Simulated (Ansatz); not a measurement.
Working through a ladder of methods at one geometry of C₂H₆FNSi, SMILES C[SiH](F)C=N

Computed with the Python package of Ansatz (0.2.0).

At the Python prompt:
```pycon
>>> from pathlib import Path
>>> import ansatz as az
>>> import numpy as np
>>> geometry_ang = [
...     ('C', (-1.1836, -0.3322, 1.0891)),
...     ('Si', (0.4817, -0.2506, 0.3917)),
...     ('F', (0.8143, -1.7278, -0.1328)),
...     ('C', (0.7155, 0.9298, -1.0774)),
...     ('N', (0.9613, 0.5321, -2.287)),
...     ('H', (-1.5315, 0.713, 1.4484)),
...     ('H', (-1.2812, -0.9935, 1.9117)),
...     ('H', (-1.9163, -0.5727, 0.3067)),
...     ('H', (1.4493, 0.138, 1.5085)),
...     ('H', (0.4449, 1.985, -0.851)),
...     ('H', (1.111, -0.4781, -2.2872)),
... ]
>>> mol = az.Crystal.molecule()
>>> for symbol, xyz in geometry_ang:
...     mol = mol.atom(symbol, xyz)
...
>>> model = mol.calculation().basis(gaussian='def2-SVP')
>>> print('functional    E (Ha)        dipole (D)   HOMO (eV)  LUMO (eV)')
functional    E (Ha)        dipole (D)   HOMO (eV)  LUMO (eV)
>>> for name in ['lc_wpbe', 'cam_b3lyp', 'pbe0', 'r2scan', 'hse06', 'pbe']:
...     rep = model.functional(name).forces().orbitals().run(threads=1, pin='off', runs_dir='runs').report
...     lines = Path(rep['orbitals_path']).read_text().splitlines()
...     field_of = lambda key: [line.split('=')[1].strip() for line in lines if line.startswith(key)]
...     orbitals = [(27.211386 * float(e), s, float(n)) for e, s, n in zip(field_of('Ene='), field_of('Spin='), field_of('Occup='))]
...     homo = max(e for e, _, n in orbitals if n > 0.5)
...     lumo = min(e for e, _, n in orbitals if n < 0.5)
...     dipole = 4.803205 * np.linalg.norm(rep['charge_distribution']['dipole_moment_e_ang'])
...     print(f'{name:10s} {rep["free_energy_ev"] / 27.211386246:14.6f} {dipole:9.3f} {homo:11.3f} {lumo:10.3f}')
...
lc_wpbe       -523.440838     2.520      -9.985      1.389
cam_b3lyp     -523.580263     2.451      -8.606      0.229
pbe0          -523.294244     2.463      -7.231     -1.080
r2scan        -523.522239     2.422      -6.054     -2.032
hse06         -523.276340     2.461      -6.826     -1.471
pbe           -523.250330     2.303      -5.693     -2.131
```

Caveats:
- Total energies depend on the basis set; only differences at equal settings carry meaning.
- The geometry is a force-field or estimated start, not a minimum of this method, and the basis set is short of its limit. A lower total doesn't mark the better method: functionals have no common bound, and MP2 and coupled cluster aren't variational.
- Levels such as HOMO and LUMO are orbital energies: with these approximate functionals they aren't the ionisation energy and electron affinity, and their gap isn't the fundamental gap.
- hse06 follows the composition of plane-wave codes, whose totals differ by tens of mHa, up to about 0.1 Ha, from the form usual in Gaussian-basis programs (wpbeh).
- Timing: 31 s on 1 thread of Arm Neoverse V1, on a shared host, peak memory 0.3 GiB.
